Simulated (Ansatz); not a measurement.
This script for the Python package of Ansatz (0.2.0) starts 5 runs on CH₆B₂O, SMILES BBCO. What input does the engine get in each?

Script `methods_ch6b2o.py`:
```python
"""CH6B2O at several levels of theory."""

from pathlib import Path

import ansatz as az
from ase import Atoms
import numpy as np

atoms = Atoms(["B", "B", "C", "O", "H", "H", "H", "H", "H", "H"], positions=[
    [-0.2757, 1.7084, -0.1925],
    [-0.276, 0.3709, 0.7153],
    [0.3435, -0.9582, 0.131],
    [-0.2863, -1.3904, -0.9635],
    [0.1101, 1.7416, -1.3213],
    [-0.7942, 2.7572, 0.2389],
    [-0.6654, 0.3993, 1.8242],
    [0.4033, -1.7177, 0.9353],
    [1.4317, -0.7367, -0.1107],
    [0.092, -2.2254, -1.2537],
])
ch6b2o = az.Crystal.molecule_from_ase(atoms)

calculation = ch6b2o.calculation().basis(gaussian="cc-pVDZ")

print("functional    E (Ha)        dipole (D)   HOMO (eV)  LUMO (eV)")
for name in ["pbe", "r2scan", "revpbe", "lc_wpbe", "lda"]:
    summary = calculation.functional(name).forces().orbitals().run(threads=1, backend="cpu", runs_dir="runs").report
    lines = Path(summary["orbitals_path"]).read_text().splitlines()
    field_of = lambda key: [line.split("=")[1].strip() for line in lines if line.startswith(key)]
    orbitals = [(27.211386 * float(e), s, float(n)) for e, s, n in zip(field_of("Ene="), field_of("Spin="), field_of("Occup="))]
    homo = max(e for e, _, n in orbitals if n > 0.5)
    lumo = min(e for e, _, n in orbitals if n < 0.5)
    dipole = 4.803205 * np.linalg.norm(summary["charge_distribution"]["dipole_moment_e_ang"])
    print(f"{name:10s} {summary['free_energy_ev'] / 27.211386246:14.6f} {dipole:9.3f} {homo:11.3f} {lumo:10.3f}")
```

Run 1:
```yaml
crystal:
  periodic: [false, false, false]
  atoms:
    - { symbol: B, position_ang: [-0.2757, 1.7084, -0.1925] }
    - { symbol: B, position_ang: [-0.276, 0.3709, 0.7153] }
    - { symbol: C, position_ang: [0.3435, -0.9582, 0.131] }
    - { symbol: O, position_ang: [-0.2863, -1.3904, -0.9635] }
    - { symbol: H, position_ang: [0.1101, 1.7416, -1.3213] }
    - { symbol: H, position_ang: [-0.7942, 2.7572, 0.2389] }
    - { symbol: H, position_ang: [-0.6654, 0.3993, 1.8242] }
    - { symbol: H, position_ang: [0.4033, -1.7177, 0.9353] }
    - { symbol: H, position_ang: [1.4317, -0.7367, -0.1107] }
    - { symbol: H, position_ang: [0.092, -2.2254, -1.2537] }
basis:
  gaussian:
    orbitals: cc-pVDZ
hamiltonian:
  xc: pbe
output:
  orbitals: {}
  forces: true
```

Run 2, against run 1:
```diff
-  xc: pbe
+  xc: r2scan
```

Run 3, against run 1:
```diff
-  xc: pbe
+  xc: revpbe
```

Run 4, against run 1:
```diff
-  xc: pbe
+  xc: lc_wpbe
```

Run 5, against run 1:
```diff
-  xc: pbe
+  xc: lda
```

Running `python methods_ch6b2o.py` prints:
```text
functional    E (Ha)        dipole (D)   HOMO (eV)  LUMO (eV)
pbe           -166.288440     2.247      -5.833     -4.296
r2scan        -166.421737     2.091      -6.137     -4.039
revpbe        -166.470168     2.192      -5.793     -4.190
lc_wpbe       -166.416779     1.926     -10.096     -0.839
lda           -164.987368     2.429      -5.934     -4.538
```

Caveats:
- The settings weren't tested for convergence.
- The geometry is a force-field or estimated start, not a minimum of this method, and the basis set is short of its limit. A lower total doesn't mark the better method: functionals have no common bound, and MP2 and coupled cluster aren't variational.
- Levels such as HOMO and LUMO are orbital energies: with these approximate functionals they aren't the ionisation energy and electron affinity, and their gap isn't the fundamental gap.
- Hardware and time: 14 s on 1 thread of Arm Neoverse V1, with other jobs on the host, peak memory 0.22 GiB.
